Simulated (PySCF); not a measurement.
**C2H7BFN: geometry, NMR shifts, spin-spin couplings, electronic excitations and core binding energies**

What NMR shifts, spin-spin couplings, electronic excitations and core binding energies should C2H7BFN (`CN(C)BF`) show?

Programs: PySCF 2.14.0, with density-fitted response routines of our own. Each step states its level of theory. These are calculated values for one molecule in the gas phase, unless marked as measured. Atoms are numbered from 0 throughout.

**1. Starting geometry**

12 atoms, charge 0, multiplicity 1; geometry from: GFN2-xTB.

Bonds of the start (Å): C0–N1 1.45, N1–C2 1.44, N1–B3 1.38, B3–F4 1.34, C0–H5 1.09, C0–H6 1.09, C0–H7 1.09, C2–H8 1.09, C2–H9 1.09, C2–H10 1.09, B3–H11 1.17.

**2. Optimising the geometry at PBE0-D3(BJ)/def2-SVP**

The job: settings as JSON, then the geometry in Å.

```
{"job": {"xc": "PBE0", "basis": "def2-SVP", "d3": "d3bj", "grid": 1, "kind": "geom"}, "charge": 0, "multiplicity": 1}
C     -0.092971     1.327020     0.127572
N      0.161904    -0.088379    -0.037604
C     -1.033971    -0.887582     0.091429
B      1.416004    -0.613799    -0.289355
F      2.456418     0.223029    -0.385021
H      0.840275     1.877370     0.047995
H     -0.539362     1.520491     1.107397
H     -0.783590     1.681996    -0.643311
H     -1.465224    -0.770974     1.090722
H     -0.795453    -1.935135    -0.070261
H     -1.782375    -0.575712    -0.643451
H      1.619543    -1.759011    -0.422138
```

**Question.** This job is followed by: GIAO PBE0/pcSseg-1 NMR shielding, non-relativistic, gas phase; B3LYP/pcJ-1 indirect spin-spin coupling, non-relativistic, gas phase; TDDFT PBE0/def2-SVPD, vertical, gas phase, core orbitals frozen in the response; GIAO wB97X-D/pcSseg-2 NMR shielding, non-relativistic, gas phase; delta-SCF UKS SCAN, pcX-2 on the ionised atom, pcseg-1 elsewhere, spin-free X2C. Predict these results of the whole session: point group; rotational constants (main isotopes); 13C shifts against TMS (PBE0/pcSseg-1, means over atoms taken as alike); 1H shifts against TMS (PBE0/pcSseg-1, means over atoms taken as alike); 15N shifts against NH3 (PBE0/pcSseg-1); 11B shifts against BF3·OEt2 (PBE0/pcSseg-1); 19F shifts against CFCl3 (PBE0/pcSseg-1); largest coupling of the table (B3LYP/pcJ-1); lowest singlet (PBE0/def2-SVPD); brightest single state of those computed; lowest triplet; vertical ionisation energy (ΔSCF); C1s binding energies, SCAN/pcX-2; N1s binding energies, SCAN/pcX-2; F1s binding energies, SCAN/pcX-2; range of the shift of N1.

The runs gave:

```
                                                               quantity                        value
                                                            point group                           Cs
                                   rotational constants (main isotopes)         9.00, 3.68, 2.70 GHz
13C shifts against TMS (PBE0/pcSseg-1, means over atoms taken as alike)                     36.8 ppm
 1H shifts against TMS (PBE0/pcSseg-1, means over atoms taken as alike)               4.29, 2.68 ppm
                                 15N shifts against NH3 (PBE0/pcSseg-1)                    102.8 ppm
                            11B shifts against BF3·OEt2 (PBE0/pcSseg-1)                     26.4 ppm
                               19F shifts against CFCl3 (PBE0/pcSseg-1)                   -104.3 ppm
                            largest coupling of the table (B3LYP/pcJ-1)     1J(B,H) B3–H11, 174.2 Hz
                                        lowest singlet (PBE0/def2-SVPD)  6.73 eV (184 nm), f = 0.011
                               brightest single state of those computed  state 2, 7.24 eV, f = 0.248
                                                         lowest triplet                      5.64 eV
                                      vertical ionisation energy (ΔSCF)                      9.48 eV
                                       C1s binding energies, SCAN/pcX-2                 C0 291.79 eV
                                       N1s binding energies, SCAN/pcX-2                 N1 405.21 eV
                                       F1s binding energies, SCAN/pcX-2                 F4 692.39 eV
                                               range of the shift of N1            96.5 to 102.8 ppm
```

Relaxing lowered the energy by 0.048 eV in 4 steps; the close pair that moved most is B3–H11, from 1.171 to 1.209 Å. At PBE0/pcSseg-1: The largest span, 293 ppm, is at F4, where the paramagnetic term is -188 ppm. Of the pairs tabulated at B3LYP/pcJ-1, B3–H11 couples most strongly (174.2 Hz; Fermi contact 173.9 Hz). Couplings across rotatable bonds belong to this one conformer; where others are populated, the observed values are averages. The lowest singlet, at 6.73 eV, is HOMO→LUMO 0.99 and is weak; of the 10 states computed, the strongest absorption comes from state 2 at 7.24 eV. The lowest triplet lies 1.08 eV below the lowest singlet (triplets in Tamm-Dancoff, singlets in full TDDFT). At PBE0/def2-SVPD, the highest states lie near or above the ionisation energy, where they hang on the basis. ΔSCF puts the ionisation energy at 9.48 eV, 2.11 eV above −ε(HOMO). Across the 2 runs the shift of N1 moves most, between 96.5 (wB97X-D/pcSseg-2) and 102.8 ppm (PBE0/pcSseg-1). Most of that comes from the computed reference, not from the atom's own shielding.
